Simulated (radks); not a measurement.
# Ho⁺ in [Xe] 4f11 6s1: an all-electron calculation

Wanted: eigenvalues, radial structure and energy terms of the holmium ion Ho+.

Program: radks (a radial shooting solver on a logarithmic mesh, Libxc functionals) version 1. Level of theory: Dirac Kohn-Sham, PBE, spin-unpolarised, spherical densities, finite nucleus; open shells are shared between the two j in proportion to 2j + 1. These are calculated values, not measurements, unless marked.

### Step 1. The system

* element: holmium (Z = 67)
* charge: +1
* electrons: 66
* configuration: [Xe] 4f11 6s1
* nuclear rms radius: 5.2022 fm

The outer shells:

Ho⁺
```
[Xe] core
4f [↑↓][↑↓][↑↓][↑↓][↑ ][↑ ][↑ ]
6s [↑ ]
```

### Step 2. The calculation

Input:

```text
Z 67
configuration [Xe] 4f11 6s1
relativity Dirac
functional pbe,pbe
spin unpolarised
j_filling average
nucleus finite rms 5.2022 fm
c 137.035999084
```

Launch:

```bash
> python run_ks.py task.json out
```

The same process makes all the runs of this session.

**Question.** What will this run give?

**Answer**, as computed:

| quantity | value |
| --- | --- |
| total energy | -12627.0322 hartree |
| exchange-correlation share of it | 2.15 % |
| −T/E | 1.1001 |
| highest occupied level | 6s1/2, -8.949 eV |
| most extended occupied level | 6s1/2, <r> = 3.67 bohr |
| radius at density 0.001 e/bohr³ | 4.40 bohr |
| maxima of the radial density | 4 |
| ionisation energy, NIST | 11.78 (semi-emp.) eV |

**Reading.** 6 principal shells are occupied and 4 maxima appear in the radial density; where shells overlap, one shows as a shoulder or not at all. −T/E is 1.100: with relativity the kinetic term as defined here no longer equals −E. Minus the highest eigenvalue, 8.949 eV, is 76 % of the tabulated ionisation energy (11.78 eV); the potential of a semilocal functional falls off too fast, so its top eigenvalue is too shallow. Spin polarisation and multiplet splitting are left out. Sharing an open shell by 2j + 1 raises it above the true ground level by a part of the spin-orbit splitting, which enters the differences from NIST.
